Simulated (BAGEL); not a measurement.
**BHSeCl2 (SMILES ClB(Cl)[SeH]): B3LYP/cc-pVDZ (density fitting with qzvpp-jkfit)**

Aim: the energy change on altering one bond length of BHSeCl2 at B3LYP/cc-pVDZ (density fitting with qzvpp-jkfit), from 2 runs. 

The calculation is run with BAGEL 1.2.2.

3 further runs of the same task are left out: 1 that didn't finish, 2 set aside as unsound or not needed. Runs told in other sessions of the task aren't counted.

## 1. Starting point

The species is BHSeCl2 (5 atoms), meant as a singlet with charge 0. As SMILES, `ClB(Cl)[SeH]`. The shape is that of a PBE0-D4/def2-TZVP optimisation.

Bond lengths: Cl1–B2 1.744 Å, B2–Cl3 1.746 Å, B2–Se4 1.927 Å, Se4–H5 1.468 Å. Angles: Cl1–B2–Cl3 119.8°, Cl1–B2–Se4 122.8°, Cl3–B2–Se4 117.4°, B2–Se4–H5 95.0°.

## 2. A single-point energy at B3LYP/cc-pVDZ (density fitting with qzvpp-jkfit)

dft.json reads:

```json
{ "bagel": [

{
  "title": "molecule",
  "basis": "cc-pvdz.json",
  "df_basis": "qzvpp-jkfit",
  "angstrom": true,
  "geometry": [
    { "atom": "Cl", "xyz": [       0.365300,       0.131400,       1.782000 ] },
    { "atom": "B", "xyz": [       0.312300,      -0.421300,       0.129200 ] },
    { "atom": "Cl", "xyz": [       1.157600,      -1.879500,      -0.325000 ] },
    { "atom": "Se", "xyz": [      -0.651400,       0.512100,      -1.253700 ] },
    { "atom": "H", "xyz": [      -1.134100,       1.583700,      -0.373900 ] }
  ]
},

{
  "title": "ks",
  "xc_func": "b3lyp",
  "charge": 0
},

{
  "title": "print",
  "file": "orbitals.molden",
  "orbitals": true
}

]}
```

The basis set cc-pVDZ is read from a file made from the Basis Set Exchange's data (not shown).

Started as:

```bash
$ BAGEL_NUM_THREADS=1 BAGEL dft.json > dft.out
```

The program printed:

```text
* using 1 threads per process

  ===============================================================
  ===============================================================

  *** Geometry ***

  { "atom" : "Cl", "xyz" : [      0.690317,      0.248310,      3.367492 ] },
  { "atom" : "B", "xyz" : [      0.590161,     -0.796142,      0.244153 ] },
  { "atom" : "Cl", "xyz" : [      2.187547,     -3.551740,     -0.614161 ] },
  { "atom" : "Se", "xyz" : [     -1.230968,      0.967729,     -2.369150 ] },
  { "atom" : "H", "xyz" : [     -2.143138,      2.992759,     -0.706569 ] },

  Number of auxiliary basis functions:      615

  Since a DF basis is specified, we compute 2- and 3-index integrals:
    o Being stored without compression. Storage requirement is 0.033 GB

  Number of basis functions:       82
  Number of electrons      :       74

    * METHOD: MOLECULE                             0.41

  *** Kohn-Sham DFT ***

    * Removing 8756 points whose weight is below 1.00e-10
    * Grid points: 65774

  === Nuclear Repulsion ===
   359.6938846929

       - DIIS with orbital gradients will be used.

  === KS iteration (b3lyp / cc-pvdz.json) ===
      0      -3297.10589211          0.10813354           0.38
      1      -3003.09622440          0.20112338           0.35
      2      -3014.23177911          0.13951833           0.35
      3      -3311.98001296          0.10823586           0.35
      4      -3333.54271130          0.11333606           0.34
      5      -3346.04913783          0.03697299           0.34
      6      -3346.70596107          0.03063291           0.34
      7      -3347.51158591          0.00619352           0.35
      8      -3347.54936473          0.00342405           0.35
      9      -3347.55471862          0.00139903           0.35
     10      -3347.55665305          0.00028858           0.35
     11      -3347.55675391          0.00006206           0.35
     12      -3347.55675778          0.00003084           0.35
     13      -3347.55675855          0.00000248           0.35
     14      -3347.55675855          0.00000281           0.36
     15      -3347.55675855          0.00000043           0.35
     16      -3347.55675855          0.00000012           0.36
     17      -3347.55675855          0.00000004           0.36
     18      -3347.55675855          0.00000002           0.36
     19      -3347.55675855          0.00000000           0.35
    * SCF iteration converged.

    * Permanent dipole moment:
           (    0.242266,    -0.348190,     0.052205) a.u.

    * METHOD: KS                                   7.37

    * METHOD: PRINT                                0.02

  ===============================================================
```

Wall time 8.1 s (1 thread of Arm Neoverse V1, shared host); peak memory 0.33 GiB.

## 3. The distorted shape, same level

dft.json reads:

```json
{ "bagel": [

{
  "title": "molecule",
  "basis": "cc-pvdz.json",
  "df_basis": "qzvpp-jkfit",
  "angstrom": "true",
  "geometry": [
    { "atom": "Cl", "xyz": [       0.509874,      -0.008628,       1.989462 ] },
    { "atom": "B", "xyz": [       0.456874,      -0.561328,       0.336662 ] },
    { "atom": "Cl", "xyz": [       1.302174,      -2.019528,      -0.117538 ] },
    { "atom": "Se", "xyz": [      -0.651400,       0.512100,      -1.253700 ] },
    { "atom": "H", "xyz": [      -1.134100,       1.583700,      -0.373900 ] }
  ]
},

{
  "title": "ks",
  "xc_func": "b3lyp"
},

{
  "title": "print",
  "file": "orbitals.molden",
  "orbitals": "true"
}

]}
```

The basis set cc-pVDZ is read from a file made from the Basis Set Exchange's data (not shown).

Started as:

```bash
$ BAGEL_NUM_THREADS=1 BAGEL dft.json > dft.out
```

The program printed:

```text
* using 1 threads per process

  ===============================================================
  ===============================================================

  *** Geometry ***

  { "atom" : "Cl", "xyz" : [      0.963522,     -0.016305,      3.759538 ] },
  { "atom" : "B", "xyz" : [      0.863367,     -1.060756,      0.636199 ] },
  { "atom" : "Cl", "xyz" : [      2.460752,     -3.816355,     -0.222115 ] },
  { "atom" : "Se", "xyz" : [     -1.230968,      0.967729,     -2.369150 ] },
  { "atom" : "H", "xyz" : [     -2.143138,      2.992759,     -0.706569 ] },

  Number of auxiliary basis functions:      615

  Since a DF basis is specified, we compute 2- and 3-index integrals:
    o Being stored without compression. Storage requirement is 0.033 GB

  Number of basis functions:       82
  Number of electrons      :       74

    * METHOD: MOLECULE                             0.40

  *** Kohn-Sham DFT ***

    * Removing 8393 points whose weight is below 1.00e-10
    * Grid points: 66137

  === Nuclear Repulsion ===
   338.7651515017

       - DIIS with orbital gradients will be used.

  === KS iteration (b3lyp / cc-pvdz.json) ===
      0      -3301.27919461          0.10604670           0.38
      1      -3002.61050425          0.20121853           0.35
      2      -3075.24230362          0.07774034           0.36
      3      -3056.02870591          0.14147023           0.35
      4      -3169.60183506          0.11324093           0.35
      5      -3291.05937198          0.09121662           0.34
      6      -3326.91448907          0.08537538           0.35
      7      -3317.29257551          0.10206228           0.35
      8      -3271.95442077          0.07079609           0.35
      9      -3324.11130795          0.13196056           0.34
     10      -3334.33624606          0.07513439           0.35
     11      -3315.70219841          0.13467634           0.35
     12      -3314.21767934          0.15183478           0.34
     13      -3179.84760631          0.18140258           0.34
     14      -3274.64376170          0.06634780           0.35
     15      -3183.96047508          0.18148055           0.36
     16      -3178.87202677          0.17057611           0.36
     17      -3179.39214061          0.16700721           0.36
     18      -3179.39107529          0.15120812           0.37
     19      -3183.00276798          0.15119940           0.35
     20      -3138.95316726          0.13616094           0.35
     21      -3326.98086798          0.10754093           0.35
     22      -3342.33576080          0.06707168           0.36
     23      -3346.62258208          0.02826509           0.36
     24      -3347.00845834          0.02457433           0.35
     25      -3347.41738702          0.01103030           0.34
     26      -3347.51423225          0.00520014           0.34
     27      -3347.54011387          0.00107560           0.34
     28      -3347.54086492          0.00025192           0.35
     29      -3347.54092183          0.00006913           0.35
     30      -3347.54092770          0.00003499           0.34
     31      -3347.54092871          0.00000836           0.34
     32      -3347.54092877          0.00000368           0.35
     33      -3347.54092879          0.00000125           0.35
     34      -3347.54092879          0.00000055           0.35
     35      -3347.54092879          0.00000021           0.34
     36      -3347.54092879          0.00000013           0.35
     37      -3347.54092879          0.00000003           0.35
     38      -3347.54092879          0.00000002           0.35
     39      -3347.54092879          0.00000000           0.36
    * SCF iteration converged.

    * Permanent dipole moment:
           (    0.055826,    -0.157987,    -0.190320) a.u.

    * METHOD: KS                                  14.42

    * METHOD: PRINT                                0.02

  ===============================================================
```

It took 15 s on 1 thread of Arm Neoverse V1, shared host; peak memory 0.33 GiB.

## 4. Results

At B3LYP/cc-pVDZ (density fitting with qzvpp-jkfit):

```
                                                          quantity           value
                                         first shape: total energy  -3347.55676 Eh
                                        first shape: dipole moment          1.09 D
                                          first shape: HOMO energy        -7.43 eV
                                          first shape: LUMO energy        -1.34 eV
                                        first shape: HOMO–LUMO gap         6.09 eV
                                     distorted shape: total energy  -3347.54093 Eh
                                    distorted shape: dipole moment          0.64 D
                                      distorted shape: HOMO energy        -6.95 eV
                                      distorted shape: LUMO energy        -1.72 eV
                                    distorted shape: HOMO–LUMO gap         5.23 eV
energy change with the B2–Se4 bond stretched from 1.927 to 2.216 Å        0.431 eV
```

**Reading.** With the B2–Se4 bond stretched from 1.927 to 2.216 Å the energy rises by 0.43 eV (9.9 kcal/mol). The first shape isn't relaxed at this level, so the change isn't measured from a minimum.
